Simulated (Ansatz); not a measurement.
# Au: a trial structure relaxed

Aim: relax Au from this start, beta-tin type (I4_1/amd, No. 141), and see where it ends.

Method: DFT r2SCAN, scalar-relativistic, plane waves, PAW, in Ansatz 0.2.0.

**1. The structure to begin with**

The structure is tetragonal, space group I4_1/amd (No. 141). The conventional cell has a = 5.150 Å, b = 5.150 Å, c = 2.809 Å, α = 90.00°, β = 90.00°, γ = 90.00°. Au (site symmetry -4m2) is surrounded by 6 Au at 2.67 to 2.81 Å.

As a file:

```xyz
2
Lattice="-2.5749 2.5749 1.4047 2.5749 -2.5749 1.4047 2.5749 2.5749 -1.4047" Properties=species:S:1:pos:R:3 pbc="T T T"
Au    0.0000    0.0000    0.0000
Au    0.0000    2.5749    0.7023
```

(A quick probe on a coarse mesh, which set the mesh and smearing, is not shown.)

**3. Rough relaxation on the coarse mesh**

input.yaml

```yaml
crystal:
  lattice:
    - [-2.574904962, 2.574904962, 1.4046581881]
    - [2.574904962, -2.574904962, 1.4046581881]
    - [2.574904962, 2.574904962, -1.4046581881]
  atoms:
    - { symbol: Au, position: [0.0, 0.0, 0.0] }
    - { symbol: Au, position: [0.75, 0.25, 0.5] }
basis:
  ecutwfc: 500
kpoints:
  mp_grid: { grid: [8, 8, 8] }
hamiltonian:
  xc: r2scan
scf:
  occupations: { method: gaussian, width: 0.1 }
  lower_state_search: "off"
output:
  forces: true
  stress: true
  eigenvalues: true
relax:
  adjacent_minimum: "off"
  f_tol: 0.04
  max_steps: 70
  cell: { stress_tol: 0.4 }
```

Further runs follow: the relaxation.

What does the calculation give?

**Answer**, as computed:

```
           quantity                                                                      value
cell (conventional)  a = 5.311 Å, b = 5.311 Å, c = 2.722 Å, α = 90.00°, β = 90.00°, γ = 90.00°
        space group                                                         I4_1/amd (No. 141)
             volume                                                              19.19 Å³/atom
    gap on the mesh                                                               none (metal)
```

What this shows: The space group stayed I4_1/amd, and from the first guess the volume went from 18.63 to 19.19 Å³/atom. The runs treat Au without spin-orbit coupling.
